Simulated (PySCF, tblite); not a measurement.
**FH₃O₃Ti, a small molecule taken as a stand-in for a surface group (titanium hydroxide): NMR shifts, core binding energies and electronic excitations**

What NMR shifts, core binding energies and electronic excitations should one expect for `[OH][Ti]([OH])([OH])[F]`?

Computed with tblite 0.8.0 and PySCF 2.14.0; each step states its level. No surroundings beyond the atoms listed, unless a continuum is named. Atoms count from 0, parts from 1.

## 1. Starting point

8 atoms, charge 0, multiplicity 1; geometry: distance geometry start.

## 2. Geometry optimisation with GFN2-xTB

Job settings and geometry (Å):

```
{"job": {"kind": "relax", "xc": "GFN2-xTB", "basis": "xTB"}, "charge": 0, "multiplicity": 1}
O     -0.060631     2.717150     0.110741
Ti    -0.363339     0.791203     0.168545
O      1.363342    -0.110496     0.315958
O     -1.268820     0.214866    -1.414724
F     -1.382075     0.385494     1.668613
H      0.799705     3.105472    -0.114114
H      1.846053    -0.540685    -0.448277
H     -1.019786    -0.586378    -1.944091
```

Method: GFN2-xTB geometry optimisation, gas phase.

Launch:

```sh
$ OMP_NUM_THREADS=1 python cluster_run.py task.json out
```

This one command runs all jobs of the session in turn.

The log of the run:

```text
step      E/eV     max force
  0    -550.56545    2.136
  1    -550.80270    1.964
  2    -551.57070    1.604
  3    -551.64240    1.171
  4    -551.68349    0.452
  5    -551.68675    0.135
  6    -551.68775    0.112
  7    -551.68990    0.149
  8    -551.69287    0.174
  9    -551.69489    0.154
 10    -551.69604    0.106
 11    -551.69687    0.091
 12    -551.69818    0.130
 13    -551.70059    0.220
 14    -551.70442    0.319
 15    -551.70856    0.293
 16    -551.71178    0.136
 17    -551.71326    0.127
 18    -551.71439    0.112
 19    -551.71705    0.250
 20    -551.72227    0.376
 21    -551.72740    0.286
 22    -551.72552    0.544
 23    -551.72704    0.407
 24    -551.73050    0.081
 25    -551.73137    0.092
 26    -551.73202    0.080
 27    -551.73278    0.124
 28    -551.73433    0.160
 29    -551.73572    0.107
 30    -551.73601    0.051
 31    -551.73625    0.042
 32    -551.73658    0.051
 33    -551.73700    0.080
 34    -551.73761    0.118
 35    -551.73838    0.116
 36    -551.73924    0.063
 37    -551.73956    0.128
 38    -551.73958    0.120
 39    -551.74004    0.047
 40    -551.74031    0.068
 41    -551.74106    0.157
 42    -551.74197    0.135
 43    -551.74366    0.415
 44    -551.74856    0.142
 45    -551.74610    0.781
 46    -551.75355    0.217
 47    -551.75564    0.093
 48    -551.75393    0.679
 49    -551.75822    0.145
 50    -551.75959    0.153
 51    -551.75122    1.004
 52    -551.76462    0.083
 53    -551.76667    0.099
 54    -551.76301    0.542
 55    -551.76884    0.053
 56    -551.76954    0.055
 57    -551.77000    0.087
 58    -551.77030    0.046
 59    -551.77056    0.055
 60    -551.77090    0.112
 61    -551.77114    0.123
 62    -551.77145    0.119
 63    -551.77189    0.096
 64    -551.77268    0.079
 65    -551.77312    0.051
 66    -551.77339    0.124
 67    -551.77375    0.045
 68    -551.77391    0.042
 69    -551.77416    0.081
 70    -551.77444    0.095
 71    -551.77482    0.091
 72    -551.77515    0.073
 73    -551.77542    0.067
 74    -551.77556    0.046
 75    -551.77564    0.053
 76    -551.77571    0.031
 77    -551.77577    0.023
 78    -551.77586    0.020
 79    -551.77592    0.030
 80    -551.77609    0.036
 81    -551.77643    0.055
 82    -551.77692    0.080
 83    -551.77729    0.109
 84    -551.77752    0.025
 85    -551.77760    0.016
 86    -551.77762    0.029
 87    -551.77764    0.010
 88    -551.77765    0.010
 89    -551.77766    0.009
 90    -551.77767    0.016
 91    -551.77771    0.026
 92    -551.77776    0.037
 93    -551.77787    0.048
 94    -551.77802    0.055
 95    -551.77822    0.053
 96    -551.77839    0.040
 97    -551.77848    0.028
 98    -551.77850    0.023
 99    -551.77851    0.029
100    -551.77853    0.013
101    -551.77854    0.008
102    -551.77854    0.002
```

Wall time 0.48 s (1 thread of Intel Xeon 6975P-C, shared host).

Relaxation path:

```tsv
step	energy from step 0 (eV)	largest force (eV/Å)
0	0.0000	2.1355
4	-1.1180	0.4518
8	-1.1274	0.1741
12	-1.1327	0.1298
16	-1.1463	0.1355
20	-1.1568	0.3760
24	-1.1650	0.0809
28	-1.1689	0.1595
32	-1.1711	0.0514
36	-1.1738	0.0634
40	-1.1749	0.0685
44	-1.1831	0.1429
48	-1.1885	0.6785
52	-1.1992	0.0830
56	-1.2041	0.0543
60	-1.2054	0.1121
64	-1.2072	0.0786
68	-1.2085	0.0422
72	-1.2097	0.0728
76	-1.2103	0.0312
80	-1.2106	0.0362
84	-1.2121	0.0247
88	-1.2122	0.0099
92	-1.2123	0.0365
96	-1.2129	0.0397
100	-1.2131	0.0126
102	-1.2131	0.0028
```

Close pairs (by a distance rule), those that changed most:

```tsv
bond	before (Å)	after (Å)	change (Å)
Ti1–O2	1.954	1.714	-0.239
O0–Ti1	1.950	1.714	-0.236
Ti1–O3	1.913	1.715	-0.198
Ti1–F4	1.858	1.732	-0.127
O2–H6	1.001	0.960	-0.041
O3–H7	0.992	0.960	-0.032
O0–H5	0.970	0.960	-0.010
```

## 3. Geometry optimisation at PBE0-D3(BJ)/def2-SVP

Job settings and geometry (Å):

```
{"job": {"xc": "PBE0", "basis": "def2-SVP", "d3": "d3bj", "grid": 2, "kind": "geom", "shake": 0.01}, "charge": 0, "multiplicity": 1}
O      0.407220     1.538813     0.299642
Ti    -0.184722    -0.058074     0.275678
O      1.127509    -1.140289     0.225952
O     -1.144562    -0.303045    -1.096689
F     -1.105159    -0.354083     1.702308
H      0.183503     2.424001    -0.095652
H      2.098219    -1.165210     0.423612
H     -1.335931    -0.970665    -1.762751
```

The log of the run:

```text
step   0  E = -1176.11220759  max force = 0.081052
step   1  E = -1176.12020587  max force = 0.042420
step   2  E = -1176.12626325  max force = 0.003280
step   3  E = -1176.12634237  max force = 0.001184
step   4  E = -1176.12636566  max force = 0.001103
step   5  E = -1176.12647722  max force = 0.003492
step   6  E = -1176.12651569  max force = 0.002803
step   7  E = -1176.12657414  max force = 0.000993
step   8  E = -1176.12659034  max force = 0.001068
step   9  E = -1176.12660819  max force = 0.001222
step  10  E = -1176.12662249  max force = 0.000744
step  11  E = -1176.12663632  max force = 0.000619
step  12  E = -1176.12664530  max force = 0.000366
optimisation converged
```

Wall time 65 s (1 thread of Intel Xeon 6975P-C, shared host); peak memory 0.52 GiB.

Step by step:

```tsv
step	energy from step 0 (eV)	largest force component (eV/Å)
0	0.0000	4.1679
1	-0.2176	2.1813
2	-0.3825	0.1687
3	-0.3846	0.0609
4	-0.3853	0.0567
5	-0.3883	0.1796
6	-0.3893	0.1441
7	-0.3909	0.0511
8	-0.3914	0.0549
9	-0.3919	0.0628
10	-0.3922	0.0383
11	-0.3926	0.0318
12	-0.3929	0.0188
```

Close pairs (by a distance rule), those that changed most:

```tsv
bond	before (Å)	after (Å)	change (Å)
Ti1–O3	1.693	1.772	+0.080
Ti1–O2	1.702	1.773	+0.071
O0–Ti1	1.703	1.773	+0.070
Ti1–F4	1.723	1.758	+0.034
O0–H5	0.995	0.961	-0.034
O2–H6	0.991	0.961	-0.030
O3–H7	0.962	0.961	-0.001
```

The final coordinates are the input of the step that follows.

```tsv
at the end point	value
point group (found at 0.08 Å tolerance)	C3
rotational constants (GHz, main isotopes)	3.369, 3.287, 3.282
dipole moment (D)	3.60
```

## 4. NMR shieldings: PBE0/pcSseg-2

Job settings and geometry (Å):

```
{"job": {"kind": "nmr", "xc": "PBE0", "basis": "pcSseg-2"}, "charge": 0, "multiplicity": 1}
O      0.285609     1.630493     0.281615
Ti    -0.225873    -0.066509     0.329495
O      1.202876    -1.114348     0.394948
O     -1.172212    -0.447396    -1.119939
F     -1.216098    -0.332693     1.756914
H      0.113723     2.356615    -0.324148
H      2.146418    -0.945582     0.465241
H     -1.088234    -1.109076    -1.812006
```

Method: GIAO PBE0/pcSseg-2 NMR shielding, non-relativistic, gas phase.

The log of the run:

```text
coarse grid: 35712 points
cycle   1  E = -1176.1675681104  dE =  3.430e-01  |g| = 1.692e+00  |ddm| = 2.372e+00
cycle   2  E = -1167.4510033891  dE =  8.717e+00  |g| = 8.409e+00  |ddm| = 2.511e+00
cycle   3  E = -1176.4321411207  dE = -8.981e+00  |g| = 1.169e+00  |ddm| = 2.021e+00
cycle   4  E = -1176.6406189588  dE = -2.085e-01  |g| = 3.226e-01  |ddm| = 6.266e-01
cycle   5  E = -1176.6576374122  dE = -1.702e-02  |g| = 7.926e-02  |ddm| = 1.301e-01
cycle   6  E = -1176.6585271223  dE = -8.897e-04  |g| = 2.443e-02  |ddm| = 3.573e-02
cycle   7  E = -1176.6586270572  dE = -9.993e-05  |g| = 3.402e-03  |ddm| = 1.010e-02
cycle   8  E = -1176.6586290227  dE = -1.965e-06  |g| = 8.430e-04  |ddm| = 1.775e-03
final grid: 74600 points
cycle   9  E = -1176.6585395842  dE =  1.223e-07  |g| = 2.058e-03  |ddm| = 2.132e-03
cycle  10  E = -1176.6585349830  dE =  4.601e-06  |g| = 5.495e-03  |ddm| = 2.838e-03
cycle  11  E = -1176.6585403577  dE = -5.375e-06  |g| = 2.732e-04  |ddm| = 1.997e-03
cycle  12  E = -1176.6585403688  dE = -1.104e-08  |g| = 6.191e-05  |ddm| = 1.175e-04
cycle  13  E = -1176.6585403693  dE = -5.430e-10  |g| = 2.220e-05  |ddm| = 3.115e-05
converged SCF energy = -1176.6585403693

GIAO shielding tensors (ppm)
atom      isotropic    diamagn.    paramagn.     s11        s22        s33       span
  0 O       15.756     393.870    -378.115   -284.078      7.910    323.435    607.512
  1 Ti     -58.098    1606.431   -1664.529    -75.482    -50.019    -48.793     26.688
  2 O       15.935     393.890    -377.955   -283.304      7.533    323.577    606.881
  3 O       15.395     393.894    -378.499   -284.373      7.257    323.300    607.674
  4 F      -36.378     472.993    -509.371   -226.623   -225.665    343.154    569.777
  5 H       24.769      30.985      -6.216     18.278     24.386     31.644     13.366
  6 H       24.776      30.981      -6.205     18.292     24.376     31.660     13.368
  7 H       24.761      30.974      -6.213     18.271     24.372     31.641     13.370
```

Wall time 43 s (1 thread of Intel Xeon 6975P-C, shared host); peak memory 1.1 GiB.

Shifts follow as δ = σ(reference) − σ, with reference shieldings (ppm) from runs at the same level and on the same kind of geometry: ¹H TMS 31.25, ¹⁹F CFCl3 175.8, ¹⁷O H2O 328.2. The references are single molecules in the gas phase, so shifts against H2O, NH3, PH3, H3PO4 or CFCl3 are not on the usual liquid scales and can be off by tens of ppm. Atoms listed in one row are averaged.

```tsv
atoms	environment	σ (ppm)	δ (ppm)
H5, H6, H7	hydrogen on an oxygen bonded to Ti	24.77	6.48
O0, O2, O3	oxygen bonded to Ti, H	15.7	312.5
Ti1	Ti bonded to F, 3 O	-58	–
F4	fluorine bonded to Ti	-36.4	212.2
```

The run also stored atomic charges by several schemes (e):

```tsv
atoms	Mulliken	IAO	Hirshfeld	ESP fit
O0, O2, O3	-0.64	-0.75	-0.35	-0.79
Ti1	1.66	1.59	0.76	1.41
F4	-0.49	-0.49	-0.27	-0.38
```

Mayer bond orders: O0–Ti1 0.95, Ti1–O2 0.95, Ti1–O3 0.95, Ti1–F4 0.85.

Orbitals, density, ELF and potential are computed afterwards from the orbital file.

Frontier orbitals at PBE0/pcSseg-2, with the share of their density that lies nearest to each atom:

```tsv
orbital	energy (eV)	lies on
HOMO	-9.57	O0, O2, O3 about 29 % each
LUMO	-1.36	Ti1 75 %; O0, O2 about 6 % each
```

ELF in a plane through or near 3 of the atoms.

Values, 10 rows by 14 columns:
```
0.00 0.00 0.00 0.00 0.00 0.00 0.00 0.00 0.00 0.00 0.00 0.00 0.00 0.00
0.00 0.00 0.00 0.00 0.00 0.00 0.01 0.01 0.01 0.00 0.00 0.00 0.00 0.00
0.00 0.00 0.00 0.00 0.01 0.16 0.52 0.53 0.53 0.15 0.00 0.00 0.00 0.00
0.00 0.00 0.00 0.00 0.01 0.29 0.86 0.65 0.72 0.19 0.00 0.00 0.00 0.00
0.00 0.00 0.00 0.05 0.08 0.05 0.19 0.43 0.29 0.03 0.01 0.00 0.00 0.00
0.00 0.00 0.08 0.64 0.78 0.82 0.30 0.74 0.43 0.83 0.64 0.12 0.00 0.00
0.00 0.00 0.03 0.35 0.83 0.87 0.52 0.17 0.79 0.61 0.61 0.10 0.00 0.00
0.00 0.00 0.00 0.05 0.28 0.34 0.04 0.02 0.31 0.55 0.14 0.01 0.00 0.00
0.00 0.00 0.00 0.00 0.00 0.00 0.00 0.00 0.00 0.00 0.00 0.00 0.00 0.00
0.00 0.00 0.00 0.00 0.00 0.00 0.00 0.00 0.00 0.00 0.00 0.00 0.00 0.00
```
The map spans 9.7 Å across and 9.5 Å up, centred on the molecule. Atoms in the plane (x, y in Å): O0 (1.4, -0.9), O2 (0.1, 1.7), O3 (-1.5, -0.7).

On the surface of density 0.002 e/bohr³ the electrostatic potential runs, from the 1st to the 99th percentile, from -1.42 V near F4 to 2.76 V near H7.

## 5. Core-electron binding energies: SCAN, X2C

Same as in step 4 but for these lines:

```diff
@@ -1,2 +1,2 @@
-{"job": {"kind": "nmr", "xc": "PBE0", "basis": "pcSseg-2"}, "charge": 0, "multiplicity": 1}
+{"job": {"kind": "xps", "holes": 5}, "charge": 0, "multiplicity": 1}
 O      0.285609     1.630493     0.281615
```

With the program's defaults for keys left out, this is: delta-SCF UKS SCAN, pcX-2 on the ionised atom, pcseg-1 elsewhere, spin-free X2C.

The log of the run:

```text
ground state, core basis on atom 0 (O), 133 functions
  cycle   1  E = -1180.47414312  |g| = 1.58e+00
  cycle   2  E = -1166.93744925  |g| = 7.80e+00
  cycle   3  E = -1180.69275000  |g| = 1.14e+00
  cycle   4  E = -1180.87727233  |g| = 5.60e-01
  cycle   5  E = -1180.93254271  |g| = 2.47e-01
  cycle   6  E = -1180.94398738  |g| = 8.16e-02
  cycle   7  E = -1180.94552011  |g| = 7.30e-03
  cycle   8  E = -1180.94552615  |g| = 3.65e-03
  cycle   9  E = -1180.94552664  |g| = 2.32e-03
  cycle  10  E = -1180.94552849  |g| = 1.97e-04
  E(ground) = -1180.85178615 Eh
hole in O 1s of atom 0
  cycle   1  E = -1160.33218983  |g| = 2.23e+00
  cycle   2  E = -1159.72043496  |g| = 2.33e+00
  cycle   3  E = -1160.66342041  |g| = 1.00e+00
  cycle   4  E = -1160.02918808  |g| = 1.83e+00
  cycle   5  E = -1161.06630567  |g| = 5.21e-01
  cycle   6  E = -1161.09664635  |g| = 3.96e-01
  cycle   7  E = -1161.15828961  |g| = 1.13e-01
  cycle   8  E = -1161.16409330  |g| = 2.34e-02
  cycle   9  E = -1161.16410422  |g| = 2.29e-02
  cycle  10  E = -1161.16432451  |g| = 1.91e-03
  cycle  11  E = -1161.16432618  |g| = 3.15e-04
  E(ion) = -1161.07212029 Eh   <S^2> = 0.7621   hole on atom = 1.000   binding energy = 538.232 eV
ground state, core basis on atom 4 (F), 133 functions
  cycle   1  E = -1180.95455078  |g| = 1.63e-01
  cycle   2  E = -1180.93988197  |g| = 2.97e-01
  cycle   3  E = -1180.95558817  |g| = 8.02e-02
  cycle   4  E = -1180.95560687  |g| = 7.95e-02
  cycle   5  E = -1180.95698696  |g| = 6.48e-03
  cycle   6  E = -1180.95699379  |g| = 3.53e-03
  cycle   7  E = -1180.95699488  |g| = 8.53e-04
  cycle   8  E = -1180.95699477  |g| = 1.78e-04
  E(ground) = -1180.86911127 Eh
hole in F 1s of atom 4
  cycle   1  E = -1154.64044566  |g| = 2.60e+00
  cycle   2  E = -1154.21133081  |g| = 2.39e+00
  cycle   3  E = -1154.84456413  |g| = 1.14e+00
  cycle   4  E = -1154.25539736  |g| = 1.96e+00
  cycle   5  E = -1155.34968209  |g| = 7.48e-01
  cycle   6  E = -1155.51894171  |g| = 2.98e-01
  cycle   7  E = -1155.55956568  |g| = 2.54e-02
  cycle   8  E = -1155.55971175  |g| = 1.49e-02
  cycle   9  E = -1155.55979678  |g| = 5.14e-03
  cycle  10  E = -1155.55981087  |g| = 4.34e-04
  E(ion) = -1155.47925626 Eh   <S^2> = 0.7569   hole on atom = 1.000   binding energy = 690.893 eV
```

Wall time 6.4 s (1 thread of Intel Xeon 6975P-C, shared host); peak memory 0.54 GiB.

Binding energies by hole, beside the orbital energy of the ground state; the difference holds orbital relaxation and, for a density functional, its self-interaction error:

```tsv
hole	stands for	environment	ΔSCF (eV)	−ε (eV)	⟨S²⟩
O1s on O0	O0, O2, O3	oxygen bonded to Ti, H	538.23	516.9	0.762
F1s on F4	F4	fluorine bonded to Ti	690.89	665.7	0.757
```

Each hole run stands for the others of its class of like atoms.

## 6. Ultraviolet spectrum: CAM-B3LYP/def2-SVPD

Same as in step 5 but for these lines:

```diff
@@ -1,2 +1,2 @@
-{"job": {"kind": "xps", "holes": 5}, "charge": 0, "multiplicity": 1}
+{"job": {"kind": "uv", "xc": "CAM-B3LYP", "basis": "def2-SVPD", "nstates": 6, "ntriplets": 2, "ip": true}, "charge": 0, "multiplicity": 1}
 O      0.285609     1.630493     0.281615
```

With the program's defaults for keys left out, this is: TDDFT CAM-B3LYP/def2-SVPD, vertical, gas phase, core orbitals frozen in the response.

The log of the run:

```text
coarse grid: 35712 points
cycle   1  E = -1176.1707692335  dE =  1.985e-01  |g| = 1.535e+00  |ddm| = 3.669e+00
cycle   2  E = -1171.8685342502  dE =  4.302e+00  |g| = 5.619e+00  |ddm| = 4.424e+00
cycle   3  E = -1176.5615624040  dE = -4.693e+00  |g| = 6.872e-01  |ddm| = 2.996e+00
cycle   4  E = -1176.6372105522  dE = -7.565e-02  |g| = 2.032e-01  |ddm| = 5.696e-01
cycle   5  E = -1176.6461745051  dE = -8.964e-03  |g| = 3.067e-02  |ddm| = 1.559e-01
cycle   6  E = -1176.6463057337  dE = -1.312e-04  |g| = 1.588e-02  |ddm| = 3.084e-02
cycle   7  E = -1176.6463522625  dE = -4.653e-05  |g| = 1.913e-03  |ddm| = 1.216e-02
cycle   8  E = -1176.6463536402  dE = -1.378e-06  |g| = 3.961e-04  |ddm| = 3.030e-03
final grid: 74600 points
cycle   9  E = -1176.6464500168  dE = -1.281e-07  |g| = 5.186e-04  |ddm| = 1.895e-03
cycle  10  E = -1176.6464498769  dE =  1.398e-07  |g| = 1.018e-03  |ddm| = 1.151e-03
cycle  11  E = -1176.6464500823  dE = -2.054e-07  |g| = 4.711e-05  |ddm| = 7.711e-04
cycle  12  E = -1176.6464500837  dE = -1.312e-09  |g| = 3.098e-05  |ddm| = 7.776e-05
cycle  13  E = -1176.6464500840  dE = -3.783e-10  |g| = 1.876e-05  |ddm| = 4.741e-05
converged SCF energy = -1176.6464500840

Static polarisability (au): isotropic 47.405, principal 43.853 49.153 49.211

Singlet excitations
state   eV       nm        f      main configurations
  1   6.2541    198.2   0.00032   H->L 0.36, H->L+1 0.26, H-1->L 0.15
  2   6.2573    198.1   0.00032   H->L+1 0.35, H->L 0.26, H-1->L+1 0.17
  3   6.3119    196.4   0.00004   H-2->L 0.28, H-1->L+1 0.28, H-2->L+1 0.20
  4   6.4791    191.4   0.00512   H-1->L 0.26, H-2->L+1 0.23, H-1->L+1 0.20
  5   6.5057    190.6   0.01277   H-2->L 0.20, H->L 0.19, H-3->L+1 0.18
  6   6.5067    190.5   0.01261   H-2->L+1 0.22, H-3->L 0.18, H->L+1 0.18

Triplet excitations (Tamm-Dancoff, eV): 5.9270 5.9299
Vertical ionisation energy (delta-SCF) = 12.1041 eV
Vertical electron affinity (delta-SCF) = -0.2581 eV
```

Run time: 1.8 min. Hardware: 1 thread of Intel Xeon 6975P-C, shared host; peak memory 0.77 GiB.

Frontier orbitals and where they lie:

```tsv
orbital	eV	atoms
HOMO−3	-11.65	O3 27 %, O0 27 %, O2 27 %
HOMO−2	-11.28	O3 46 %, O0 20 %, F4 11 %
HOMO−1	-11.27	O2 40 %, O0 32 %, F4 11 %
HOMO	-11.15	O2 30 %, O0 30 %, O3 30 %
LUMO	-0.47	Ti1 76 %, O2 7 %, O0 5 %
LUMO+1	-0.47	Ti1 76 %, O3 6 %, O0 6 %
LUMO+2	0.08	Ti1 68 %, O0 6 %, O3 6 %
```

With each of the 6 states as a Gaussian band of 0.4 eV half-width at 1/e, the curve within the window shown has maxima at 191 nm (ε 1,300) L/(mol cm). Beyond the last state computed it falls off for lack of states. The curve at chosen wavelengths:

| nm | ε (L/mol/cm) |
| --- | --- |
| 182 | 695 |
| 183 | 794 |
| 185 | 982 |
| 186 | 1065 |
| 188 | 1190 |
| 189 | 1229 |
| 191 | 1252 |
| 192 | 1237 |
| 194 | 1160 |
| 195 | 1102 |
| 197 | 958 |
| 198 | 877 |
| 200 | 712 |
| 201 | 631 |
| 203 | 481 |
| 204 | 415 |
| 206 | 299 |
| 207 | 251 |
| 209 | 172 |
| 210 | 141 |
| 212 | 92 |
| 213 | 74 |
| 215 | 47 |
| 216 | 37 |
| 218 | 22 |
| 219 | 17 |

Further results of this job:

```tsv
property	computed
dipole moment (D)	3.49
polarisability (Å³)	7.02
HOMO–LUMO gap (eV)	10.68
−ε(HOMO) (eV)	11.15
```

## 7. Outcome

```
                                                               quantity                                             value
                                                            point group                                                C3
                                   rotational constants (main isotopes)                              3.37, 3.29, 3.28 GHz
 ¹H shifts against TMS (PBE0/pcSseg-2, means over atoms taken as alike)                                          6.48 ppm
¹⁷O shifts against H2O (PBE0/pcSseg-2, means over atoms taken as alike)                                         312.5 ppm
                               ¹⁹F shifts against CFCl3 (PBE0/pcSseg-2)                                         212.2 ppm
                                       shieldings of Ti (PBE0/pcSseg-2)                                     Ti1 -58.1 ppm
                                  surface potential, 1st and 99th percentile                                -1.42 V and 2.76 V
                                       O1s binding energies, SCAN/pcX-2                                      O0 538.23 eV
                                       F1s binding energies, SCAN/pcX-2                                      F4 690.89 eV
                                   lowest singlet (CAM-B3LYP/def2-SVPD)                       6.25 eV (198 nm), f = 0.000
                               brightest single state of those computed                       state 5, 6.51 eV, f = 0.013
                                                         lowest triplet                                           5.93 eV
                                      vertical ionisation energy (ΔSCF)                                          12.10 eV
                                      vertical electron affinity (ΔSCF)  -0.26 eV (unbound: the value hangs on the basis)
```

In words: Relaxing lowered the energy by 0.393 eV in 12 steps; the close pair that moved most is Ti1–O3, from 1.693 to 1.772 Å (PBE0/def2-SVP). No frequency check was run at this level, so the end point may be a saddle. At PBE0/pcSseg-2: The largest span, 607 ppm, is at O0, O2, O3, where the paramagnetic term is -378 ppm. At PBE0/pcSseg-2, counted by nearest atom on the grid, the HOMO lies on O0, O2, O3 about 29 % each, the LUMO on Ti1 75 %; O0, O2 about 6 % each. The first singlet state (HOMO→LUMO 0.36, HOMO→LUMO+1 0.26) lies at 6.25 eV and is dark; of the 6 states computed, the strongest absorption comes from states 4 to 6 together at 6.51 eV (the last computed, so partners may be missing). The lowest triplet lies 0.33 eV below the lowest singlet (triplets in Tamm-Dancoff, singlets in full TDDFT). ΔSCF puts the ionisation energy at 12.10 eV, 0.96 eV above −ε(HOMO).
